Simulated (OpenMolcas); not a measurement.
# Pd⁴⁺ among point charges: CASSCF and CASPT2 levels and susceptibility

Aim: the splitting of the states of Pd⁴⁺ in the field of 6 point charges, its lowest levels with spin-orbit coupling and its magnetic susceptibility.

The numbers are computed with OpenMolcas 26.06 (state-averaged CASSCF and CASPT2, spin-orbit coupling by RASSI with atomic mean-field integrals), except any that are marked as measured or tabulated.

### Step 1. What is computed

| Quantity | Value |
| --- | --- |
| Species | Pd⁴⁺ (palladium, Z = 46, 42 electrons) |
| Basis | ANO-RCC-VDZP [6s5p3d1f], 43 functions |
| Scalar Hamiltonian | DKH2, point nucleus |
| Inactive shells | 1s 2s 2p 3s 3p 3d 4s 4p |
| Active space | 6 electrons in 5 orbitals (4d) |
| Some configurations of this space | 4d⁶ |
| Orbitals | optimised for each spin and parity, averaged over all roots |

Outer shells as boxes (Hund's rule):

4d6
```
4d [↑↓][↑ ][↑ ][↑ ][↑ ]
```

The ion sits among 6 point charges of -1.7 e arranged as a tetragonal octahedron (D4h), 2.03 Å from the ion, with the axial distance 2.375 Å.

Each step is its own input file, run in one work folder so that later steps find the files of earlier ones. Labels, J, g values, rates, χT and fits are worked out afterwards by a script from the matrices that RASSI stores. The input lists half of the charges; inversion (Group=XYZ) makes the rest.

### Step 2. Basis and integrals

a.inp reads:

```
&GATEWAY
Coord
1

Pd 0.0 0.0 0.0
Basis=ANO-RCC-VDZP
Group=XYZ
NoMove
AngMom=0.0 0.0 0.0
AMFI
XField
3 Angstrom 0
2.030000 0.000000 0.000000 -1.700000
0.000000 2.030000 0.000000 -1.700000
0.000000 0.000000 2.375100 -1.700000
&SEWARD
```

Run with:

```
OMP_NUM_THREADS=1 MOLCAS_MEM=1689 MOLCAS_PROJECT=a pymolcas a.inp > a.log
```

### Step 3. CASSCF: quintets of even parity, 5 roots

a.inp reads:

```
&RASSCF
FileOrb=start.orb
Symmetry=1
Spin=5
nActEl=6 0 0
Inactive=9 9
Ras2=5 0
CIRoot=5 5 1
SDav=5
CIMx=300
Iter=120 100
PrWF=0.3
OrbListing=Nothing
MaxOrb=0
>>> COPY $Project.JobIph JOB001
```

start.orb holds the contracted functions of the basis, ordered by shell, or the orbitals of the step before.

### Step 4. Reference wave functions, triplets of even parity, 45 roots

a.inp reads:

```
&RASSCF
FileOrb=start.orb
Symmetry=1
Spin=3
nActEl=6 0 0
Inactive=9 9
Ras2=5 0
CIRoot=45 45 1
SDav=45
CIMx=300
Iter=120 100
PrWF=0.3
OrbListing=Nothing
MaxOrb=0
>>> COPY $Project.JobIph JOB002
```

### Step 5. CASSCF: singlets of even parity, 50 roots

a.inp reads:

```
&RASSCF
FileOrb=start.orb
Symmetry=1
Spin=1
nActEl=6 0 0
Inactive=9 9
Ras2=5 0
CIRoot=50 50 1
SDav=50
CIMx=300
Iter=120 100
PrWF=0.3
OrbListing=Nothing
MaxOrb=0
>>> COPY $Project.JobIph JOB003
```

### Step 6. State interaction with spin-orbit coupling

a.inp reads:

```
&RASSI
NrOfJobIphs=3 5 45 50
1 2 3 4 5
1 2 3 4 5 6 7 8 9 10 11 12 13 14 15 16 17 18 19 20 21 22 23 24 25 26 27
28 29 30 31 32 33 34 35 36 37 38 39 40 41 42 43 44 45
1 2 3 4 5 6 7 8 9 10 11 12 13 14 15 16 17 18 19 20 21 22 23 24 25 26 27
28 29 30 31 32 33 34 35 36 37 38 39 40 41 42 43 44 45 46 47 48 49 50
IphNames
JOB001
JOB002
JOB003
EJob
SpinOrbit
DIPRint=1.0
SOCoupling=1000.0
Subsets=2
Property=9
'ANGMOM' 1 'ANGMOM' 2 'ANGMOM' 3 'MLTPL  1' 1 'MLTPL  1' 2 'MLTPL  1' 3
'AMFI' 1 'AMFI' 2 'AMFI' 3
SOProperty=3
'ANGMOM' 1 'ANGMOM' 2 'ANGMOM' 3
```

### Step 7. CASPT2: IPEA 0.25, imaginary shift 0.1 (closed shells correlated: 4s 4p)

a.inp reads:

```
>>> COPY JOB001 $Project.JobIph
&CASPT2
Multistate=5 1 2 3 4 5
NoMult
Frozen=8 6
IPEA=0.25
Imaginary=0.1
MaxIter=60
WThr=0.0 0.3 0.05
PrWF=0.5
NoMix
>>> COPY JOB002 $Project.JobIph
&CASPT2
Multistate=45 1 2 3 4 5 6 7 8 9 10 11 12 13 14 15 16 17 18 19 20 21 22
23 24 25 26 27 28 29 30 31 32 33 34 35 36 37 38 39 40 41 42 43 44 45
NoMult
Frozen=8 6
IPEA=0.25
Imaginary=0.1
MaxIter=60
WThr=0.0 0.3 0.05
PrWF=0.5
NoMix
>>> COPY JOB003 $Project.JobIph
&CASPT2
Multistate=50 1 2 3 4 5 6 7 8 9 10 11 12 13 14 15 16 17 18 19 20 21 22
23 24 25 26 27 28 29 30 31 32 33 34 35 36 37 38 39 40 41 42 43 44 45 46
47 48 49 50
NoMult
Frozen=8 6
IPEA=0.25
Imaginary=0.1
MaxIter=60
WThr=0.0 0.3 0.05
PrWF=0.5
NoMix
```

(Steps that only read results are left out.)

What does the calculation give? Wanted: spin-free ground state; first state of the same spin within the active space; lowest level; next level.

**Answer**, as computed:

| quantity | value |
| --- | --- |
| method | SS-CASPT2, IPEA 0.25, imaginary shift 0.1 (closed shells correlated: 4s 4p) |
| spin-free ground state | 5E, 2-fold in its orbital part |
| first state of the same spin within the active space | 5A1 at 2410 cm⁻¹ |
| lowest level | 1-fold B2 |
| next level | 90.8 cm⁻¹ |
| χT at 300 K | 4.82 cm³ K/mol |
| effective moment at 300 K | 6.21 μB |

Cost by method:

| method | time of its own steps | time with the reference |
| --- | --- | --- |
| A. CASSCF | 16 s | 16 s |
| B. SS-CASPT2, IPEA 0.25, imaginary shift 0.1, +4s 4p | 3.4 s | 19 s |

Times are of one thread on a shared host.

What this shows: The spin-free ground state (5E) comes to 100 % from free-ion D terms and keeps the highest spin of the shell. χT at 300 K is 4.82, against 3.01 cm³ K/mol for the spin alone, so orbital moment adds to it. An active space of the d shell alone favours high spin; real ions in strong fields can be low spin. The field of point charges can differ much from that of real complexes. With metal d orbitals alone active, the gaps between spin states are rough; where two lie within a few thousand cm-1, their order is open. Point charges carry no covalency, so the field is a model and not that of real ligands.
